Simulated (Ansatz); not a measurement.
# HfBr4: one species, many methods

One table from this session's results is given with a row withheld; the runs are named, their logs left out.

Program: Ansatz 0.2.0, Gaussian basis. Level of theory: functionals in def2-TZVPP, the program's frozen cores in correlated methods. These are calculated values, not measurements.

Plan: LDA (SPW92), PBE-D4, revPBE-D4, BLYP-D4, r2SCAN-D4, B97M-V, PBE0-D4, B3LYP-D4, r2SCANh-D4, r2SCAN0-D4, HSE06-D4, BHLYP-D4, CAM-B3LYP-D4, LC-ωPBE, ωB97X-V, ωB97M-V, B2PLYP, PBE-QIDH; CCSD(T)/def2-SVP; CCSD(T)/def2-TZVPP; MP2/def2-QZVPP; extrapolation to the limit.

2 further runs of the same task are left out: 2 set aside as unsound or not needed.

## The geometry

An earlier PBE0-D4 in a triple-zeta def2 set relaxation fixed the geometry. Hf takes the def2 core potential; no spin-orbit term is included.

SMILES `[Br][Hf]([Br])([Br])[Br]`, 5 atoms, charge 0, spin multiplicity 1.

Atoms are counted from 1 here; the program's logs count them from 0.

Bond lengths: Br1–Hf2 2.468 Å, Hf2–Br3 2.468 Å, Hf2–Br4 2.468 Å, Hf2–Br5 2.468 Å. Angles: Br1–Hf2–Br3 109.5°, Br1–Hf2–Br4 109.5°, Br1–Hf2–Br5 109.4°, Br3–Hf2–Br4 109.4°, Br3–Hf2–Br5 109.5°, Br4–Hf2–Br5 109.5°.

Set-up of the first run:

in.yaml reads:

```yaml
crystal:
  periodic: [false, false, false]
  atoms:
    - {symbol: Br, position_ang: [-1.210013, -0.424849, 2.097931]}
    - {symbol: Hf, position_ang: [0.010064, -0.014731, -0.008213]}
    - {symbol: Br, position_ang: [2.278404, -0.974324, 0.154025]}
    - {symbol: Br, position_ang: [-1.199276, -1.075908, -1.880205]}
    - {symbol: Br, position_ang: [0.170720, 2.416211, -0.405039]}
basis:
  gaussian: {orbitals: def2-TZVPP}
hamiltonian: {xc: lda}
output: {orbitals: {seedname: orbitals}}
```

Started as:

```bash
> ansatz run in.yaml --threads 2 --pin off --events-out ev --progress --plain --max-ram 32768MiB --backend cpu
```

Steps of the session up to this table: LDA; PBE-D4 (GGA); revPBE-D4 (GGA); BLYP-D4 (GGA); r2SCAN-D4 (meta-GGA); B97M-V (meta-GGA); PBE0-D4 (hybrid); B3LYP-D4 (hybrid); r2SCANh-D4 (hybrid); r2SCAN0-D4 (hybrid); HSE06-D4 (hybrid); BHLYP-D4 (hybrid); CAM-B3LYP-D4 (range-separated); LC-ωPBE (range-separated); ωB97X-V (range-separated); ωB97M-V (range-separated); B2PLYP (double hybrid); PBE-QIDH (double hybrid).

One table of the session follows, with a row left open; its other results are not shown here.

It belongs to the step «Orbital energies across the functionals». 

| functional | HOMO (eV) | LUMO (eV) | gap (eV) |
| --- | --- | --- | --- |
| LDA (SPW92) | -7.83 | -3.35 | 4.48 |
| PBE-D4 | ? | ? | ? |
| revPBE-D4 | -7.59 | -3.03 | 4.56 |
| BLYP-D4 | -7.46 | -2.95 | 4.50 |
| r2SCAN-D4 | -8.02 | -2.99 | 5.03 |
| B97M-V | -8.05 | -2.89 | 5.16 |
| PBE0-D4 | -8.91 | -2.37 | 6.53 |
| B3LYP-D4 | -8.62 | -2.54 | 6.09 |
| r2SCANh-D4 | -8.47 | -2.71 | 5.76 |
| r2SCAN0-D4 | -9.15 | -2.29 | 6.86 |
| HSE06-D4 | -8.51 | -2.75 | 5.77 |
| BHLYP-D4 | -9.98 | -1.43 | 8.55 |
| CAM-B3LYP-D4 | -10.17 | -1.31 | 8.86 |
| LC-ωPBE | -11.57 | -0.26 | 11.31 |
| ωB97X-V | -11.20 | -0.31 | 10.89 |
| ωB97M-V | -11.04 | -0.37 | 10.68 |

Estimate the missing values for PBE-D4.

As computed: HOMO (eV): -7.65; LUMO (eV): -3.11; gap (eV): 4.54. In the column «HOMO (eV)» it lies between LDA (SPW92) (-7.83) and revPBE-D4 (-7.59).
